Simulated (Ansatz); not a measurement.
**MnGa3: magnetic order and moments**

One table from this session's results is given with a row withheld; the runs are named, their logs left out.

Method: DFT PBE, scalar-relativistic, plane waves, PAW, in Ansatz 0.2.0.

2 further runs of the same task are left out: 2 set aside as unsound or not needed.

## Starting point

It takes space group Fm-3m (No. 225, cubic). The conventional cell has a = 6.493 Å, b = 6.493 Å, c = 6.493 Å, α = 90.00°, β = 90.00°, γ = 90.00°. Around Ga (site symmetry -43m) lie 4 Ga at 2.81 Å and 4 Mn at 2.81 Å. Ga (site symmetry m-3m) has 8 Ga at 2.81 Å as nearest neighbours. Around Mn (site symmetry m-3m) lie 8 Ga at 2.81 Å.

As a file:

```xyz
4
Lattice="0.0000 3.2467 3.2467 3.2467 0.0000 3.2467 3.2467 3.2467 0.0000" Properties=species:S:1:pos:R:3 pbc="T T T"
Ga    1.6234    1.6234    1.6234
Ga    4.8701    4.8701    4.8701
Ga    3.2467    3.2467    3.2467
Mn    0.0000    0.0000    0.0000
```

It is the result of an earlier relaxation at this level (volume 17.11 Å³/atom; gap on the mesh: none (metal), site moments up to 3.7 μB).

This is a hypothetical structure, made by putting the elements on a prototype's sites.

Set-up of the first run:

input.yaml reads:

```yaml
crystal:
  lattice:
    - [0.0, 3.2467030344, 3.2467030344]
    - [3.2467030344, 0.0, 3.2467030344]
    - [3.2467030344, 3.2467030344, 0.0]
  atoms:
    - { symbol: Ga, position: [0.25, 0.25, 0.25] }
    - { symbol: Ga, position: [0.75, 0.75, 0.75] }
    - { symbol: Ga, position: [0.5, 0.5, 0.5] }
    - { symbol: Mn, position: [0.0, 0.0, 0.0] }
basis:
  ecutwfc: 420
kpoints:
  mp_grid: { grid: [12, 12, 12] }
hamiltonian:
  xc: pbe
scf:
  occupations: { method: gaussian, width: 0.1 }
  lower_state_search: "off"
output:
  forces: true
  stress: true
  eigenvalues: true
```

The run is started by

```console
> ansatz run input.yaml --threads 1 --pin off --max-ram 2560MiB --backend cpu --events-out ev --progress --plain --runs-dir out
```

Steps of the session up to this table: Start: no spin polarisation; Magnetic start: ferromagnetic; Start: large parallel starting moments; Start: antiferromagnetic, doubled cell, propagation vector (0, 0, 1/2); Magnetic start: antiferromagnetic, doubled cell, propagation vector (0, 1/2, 1/2); Start: small parallel starting moments.

One table of the session follows, with a row left open; its other results are not shown here.

It belongs to the step «Which state is lowest». 

```
                                                            start  energy above the lowest (meV/atom)  pressure (GPa)
  antiferromagnetic, doubled cell, propagation vector (0, 0, 1/2)                                0.00            -0.3
antiferromagnetic, doubled cell, propagation vector (0, 1/2, 1/2)                                   ?               ?
                                                    ferromagnetic                                5.38             0.0
                                  large parallel starting moments                                5.38             0.0
                                  small parallel starting moments                                5.38             0.0
                                                          no spin                                 300            -8.8
```

Q: Estimate the row for antiferromagnetic, doubled cell, propagation vector (0, 1/2, 1/2) from the others.

The run gave: energy above the lowest (meV/atom): 1.03; pressure (GPa): -0.3. In the column «energy above the lowest (meV/atom)» it lies between antiferromagnetic, doubled cell, propagation vector (0, 0, 1/2) (0.00) and ferromagnetic (5.38).

To keep in mind: Only these starts were tried, so a lower state is not ruled out.
